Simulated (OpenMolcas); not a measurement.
**C4H12O4Si (tetramethyl orthosilicate (TMOS)) at HF/ANO-RCC-VDZ (DKH1)**

What is the vertical ionisation energy of C4H12O4Si (tetramethyl orthosilicate (TMOS)) at HF/ANO-RCC-VDZ (DKH1)? 

Program for the calculation: OpenMolcas 26.06.

### Step 1. The molecule

C4H12O4Si: 21 atoms, total charge 0, spin state singlet. SMILES: `CO[Si](OC)(OC)OC`. Geometry: relaxed at GFN2-xTB. This is one conformer, not always the lowest.

Some bond lengths: C1–O2 1.405 Å, O2–Si3 1.625 Å, Si3–O4 1.624 Å, O4–C5 1.405 Å, Si3–O6 1.625 Å, O6–C7 1.405 Å, Si3–O8 1.625 Å, O8–C9 1.405 Å, C1–H10 1.092 Å, C1–H11 1.090 Å, C1–H12 1.090 Å, C5–H13 1.090 Å, C5–H14 1.090 Å, C5–H15 1.092 Å, C7–H16 1.090 Å, C7–H17 1.092 Å. Some angles: C1–O2–Si3 127.7°, O2–Si3–O4 117.1°, O2–Si3–O6 105.8°, O2–Si3–O8 105.7°, O4–Si3–O6 105.7°, O4–Si3–O8 105.9°, O6–Si3–O8 117.1°, Si3–O4–C5 127.6°, Si3–O6–C7 127.7°, Si3–O8–C9 127.7°.

### Step 2. A single-point energy at HF/ANO-RCC-VDZ (DKH1)

Contents of job.inp:

```
>>> EXPORT MOLCAS_PRINT=2

&gateway
  coord
  21
  angstrom
  C        1.789730      -1.672370      -1.193570
  O        0.490120      -1.347660      -0.768540
  Si       0.001180       0.002700      -0.009130
  O       -0.063280       1.364960      -0.891570
  C       -0.987660       1.690100      -1.899080
  O       -1.524670      -0.285200       0.468550
  C       -2.019440      -1.428570       1.118510
  O        1.101000       0.276640       1.154880
  C        1.216950       1.410050       1.977660
  H        2.093030      -1.031020      -2.023780
  H        1.775780      -2.712570      -1.520630
  H        2.500570      -1.550620      -0.376060
  H       -0.817110       2.731140      -2.174900
  H       -2.007900       1.565410      -1.535750
  H       -0.843330       1.051110      -2.772680
  H       -1.749540      -2.328850       0.566130
  H       -1.614290      -1.500530       2.129980
  H       -3.104770      -1.333880       1.164920
  H        0.373620       1.470100       2.668930
  H        1.244490       2.318360       1.375300
  H        2.145510       1.310700       2.540820
  basis=ANO-RCC-VDZ
  group=NoSym

&seward
  relativistic=R01O00
  expert

&scf
  prorbitals=0
```

Launch:

```console
$ export MOLCAS_MEM=1860
$ pymolcas job.inp > job.log
```

Output:

```text
--- Start Module: gateway ---
[...]
--- Stop Module: gateway /rc=_RC_ALL_IS_WELL_ ---
--- Start Module: seward ---
[...]
 ###    WARNING:  EXPERT option is ON!                                       ###
 ###############################################################################
               SEWARD will generate:
[...]
      Basis functions          109
--- Stop Module: seward /rc=_RC_ALL_IS_WELL_ ---
[...]
--- Start Module: scf ---
[...]
       Convergence after  11 Iterations
[...]
::    Total SCF energy                               -747.8720797406
[...]
      Total spin, S                                     0.0000000000
[...]
      Total electronic charge=   82.000000
      Total            charge=   -0.000000
[...]
      Dipole Moment (debye):
      Origin of the operator (angstrom)=    0.0005    0.0013   -0.0050
                   X= -1.3114E-03               Y= -8.3972E-03               Z=  7.6098E-02           Total=  7.6571E-02
      Quadrupole Moment (debye*angstrom):
[...]
--- Stop Module: scf /rc=_RC_ALL_IS_WELL_ ---
[...]
```

It took 30 s on 1 thread of Arm Neoverse V1, shared host; peak memory 0.65 GiB.

### Step 3. The doublet cation, same level

Edit job.inp of step 2 so:

```diff
@@ -1,5 +1,5 @@
->>> EXPORT MOLCAS_PRINT=2
+* C4H12O4Si Hartree-Fock
 
-&gateway
-  coord
+&GATEWAY
+  Coord
   21
@@ -27,10 +27,13 @@
   H        2.145510       1.310700       2.540820
-  basis=ANO-RCC-VDZ
-  group=NoSym
+  Basis=ANO-RCC-VDZ
+  Group=NoSym
 
-&seward
-  relativistic=R01O00
-  expert
+&SEWARD
+  Relativistic=R01O00
+  Expert
 
-&scf
-  prorbitals=0
+&SCF
+  UHF
+  Charge=1
+  Spin=2
+  PrOrbitals=0
```

Launch:

```console
$ export MOLCAS_MEM=1860
$ pymolcas job.inp > job.log
```

Output:

```text
--- Start Module: gateway ---
[...]
--- Stop Module: gateway /rc=_RC_ALL_IS_WELL_ ---
--- Start Module: seward ---
[...]
 ###    WARNING:  EXPERT option is ON!                                       ###
 ###############################################################################
               SEWARD will generate:
[...]
      Basis functions          109
--- Stop Module: seward /rc=_RC_ALL_IS_WELL_ ---
[...]
--- Start Module: scf ---
[...]
       Convergence after  34 Iterations
[...]
::    Total SCF energy                               -747.4881931278
[...]
      Total spin, S                                     0.5393588476
[...]
      Total electronic charge=   81.000000
      Total            charge=    1.000000
[...]
      Dipole Moment (debye):
      Origin of the operator (angstrom)=    0.0005    0.0013   -0.0050
                   X=  9.6304E-01               Y=  1.4595E-02               Z= -3.6623E+00           Total=  3.7868E+00
      Center of Charge (angstrom)
[...]
--- Stop Module: scf /rc=_RC_ALL_IS_WELL_ ---
[...]
```

Run time: 46 s. Hardware: 1 thread of Arm Neoverse V1, shared host; peak memory 0.65 GiB.

### Step 4. Results

At HF/ANO-RCC-VDZ (DKH1):

| quantity | value |
| --- | --- |
| singlet C4H12O4Si: total energy | -747.87208 Eh |
| singlet C4H12O4Si: dipole moment | 0.08 D |
| singlet C4H12O4Si: HOMO energy | -12.34 eV |
| singlet C4H12O4Si: LUMO energy | 2.32 eV |
| singlet C4H12O4Si: HOMO–LUMO gap | 14.66 eV |
| doublet cation: total energy | -747.48819 Eh |
| doublet cation: HOMO energy (highest over α and β) | -15.54 eV |
| doublet cation: LUMO energy (lowest over α and β) | -8.37 eV |
| doublet cation: ⟨S²⟩ | 0.830 |
| vertical ionisation energy (to the doublet cation) | 10.446 eV |

**Reading.** The vertical ionisation energy comes to 10.45 eV (241 kcal/mol). −ε(HOMO) before ionisation, 12.34 eV, is 1.89 eV above this ionisation energy.
